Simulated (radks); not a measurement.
# Valence configurations of Tl

Aim: which of several valence configurations of Tl lies lowest at this level, and whether it is the one NIST lists ([Hg] 6p1).

Method: non-relativistic Kohn-Sham, PBE, spin-unpolarised, spherical densities, point nucleus. Code: radks (a radial shooting solver on a logarithmic mesh, Libxc functionals) version 1.

## (1) Starting point

* element: thallium (Z = 81)
* charge: 0
* electrons: 81
* configuration: [Hg] 6p1
* others tried: [Xe] 4f14 5d9 6s2 6p2; [Xe] 4f13 5d10 6s2 6p2; [Xe] 4f14 5d7 6s2 6p4; [Xe] 4f12 5d9 6s2 6p4; [Xe] 4f13.5 5d10 6s2 6p1.5; [Xe] 4f14 5d10 6s1 6p2; [Xe] 4f14 5d9.5 6s1.5 6p2; [Xe] 4f13.5 5d9 6s2 6p2.5; [Xe] 4f14 5d8.5 6s1.5 6p3

Outer shells as boxes (Hund's rule):

Tl
```
[Hg] core
6p [↑ ][  ][  ]
```

## (2) [Hg] 6p1

The run's settings:

```text
Z 81
configuration [Hg] 6p1
relativity non-relativistic
functional pbe,pbe
spin unpolarised
nucleus point
```

## (3) [Xe] 4f14 5d9 6s2 6p2

The run's settings:

```text
Z 81
configuration [Xe] 4f14 5d9 6s2 6p2
relativity non-relativistic
functional pbe,pbe
spin unpolarised
nucleus point
```

## (4) [Xe] 4f13 5d10 6s2 6p2

The run's settings:

```text
Z 81
configuration [Xe] 4f13 5d10 6s2 6p2
relativity non-relativistic
functional pbe,pbe
spin unpolarised
nucleus point
```

## (5) [Xe] 4f14 5d7 6s2 6p4

The run's settings:

```text
Z 81
configuration [Xe] 4f14 5d7 6s2 6p4
relativity non-relativistic
functional pbe,pbe
spin unpolarised
nucleus point
```

## (6) [Xe] 4f12 5d9 6s2 6p4

The run's settings:

```text
Z 81
configuration [Xe] 4f12 5d9 6s2 6p4
relativity non-relativistic
functional pbe,pbe
spin unpolarised
nucleus point
```

## (7) [Xe] 4f13.5 5d10 6s2 6p1.5

The run's settings:

```text
Z 81
configuration [Xe] 4f13.5 5d10 6s2 6p1.5
relativity non-relativistic
functional pbe,pbe
spin unpolarised
nucleus point
```

## (8) [Xe] 4f14 5d10 6s1 6p2

The run's settings:

```text
Z 81
configuration [Xe] 4f14 5d10 6s1 6p2
relativity non-relativistic
functional pbe,pbe
spin unpolarised
nucleus point
```

## (9) [Xe] 4f14 5d9.5 6s1.5 6p2

The run's settings:

```text
Z 81
configuration [Xe] 4f14 5d9.5 6s1.5 6p2
relativity non-relativistic
functional pbe,pbe
spin unpolarised
nucleus point
```

## (10) [Xe] 4f13.5 5d9 6s2 6p2.5

The run's settings:

```text
Z 81
configuration [Xe] 4f13.5 5d9 6s2 6p2.5
relativity non-relativistic
functional pbe,pbe
spin unpolarised
nucleus point
```

## (11) [Xe] 4f14 5d8.5 6s1.5 6p3

The run's settings:

```text
Z 81
configuration [Xe] 4f14 5d8.5 6s1.5 6p3
relativity non-relativistic
functional pbe,pbe
spin unpolarised
nucleus point
```

Before running it: what results should come out? Wanted: for each run, valence; E − E(NIST configuration); highest level; its energy; 1s shift.

As calculated:

```csv
valence,E − E(NIST configuration) (eV),highest level,its energy (eV),1s shift (eV)
[Hg] 6p1,0.000,6p,-2.580,+0.00
[Xe] 4f14 5d10 6s1 6p2,5.022,6p,-3.192,-1.41
[Xe] 4f14 5d9.5 6s1.5 6p2,10.947,6p,-3.426,-3.77
[Xe] 4f14 5d9 6s2 6p2,17.458,6p,-3.664,-6.19
[Xe] 4f14 5d8.5 6s1.5 6p3,30.515,6p,-4.424,-9.90
[Xe] 4f14 5d7 6s2 6p4,62.946,6p,-5.609,-18.71
[Xe] 4f13.5 5d10 6s2 6p1.5,66.599,6p,-3.140,-10.34
[Xe] 4f13.5 5d9 6s2 6p2.5,86.622,6p,-4.182,-16.62
[Xe] 4f13 5d10 6s2 6p2,137.83,6p,-3.679,-20.87
[Xe] 4f12 5d9 6s2 6p4,322.60,6p,-5.687,-49.15
```

**Reading.** Theory agrees with NIST among these: the next, [Xe] 4f14 5d10 6s1 6p2, lies 5.022 eV higher. The energies are those of spherical spin-averaged densities, not of single terms. Relativity is left out, which favours d and f over s occupation in heavy atoms. The 1s eigenvalue shifts by up to 49.15 eV as the valence charge is rearranged.
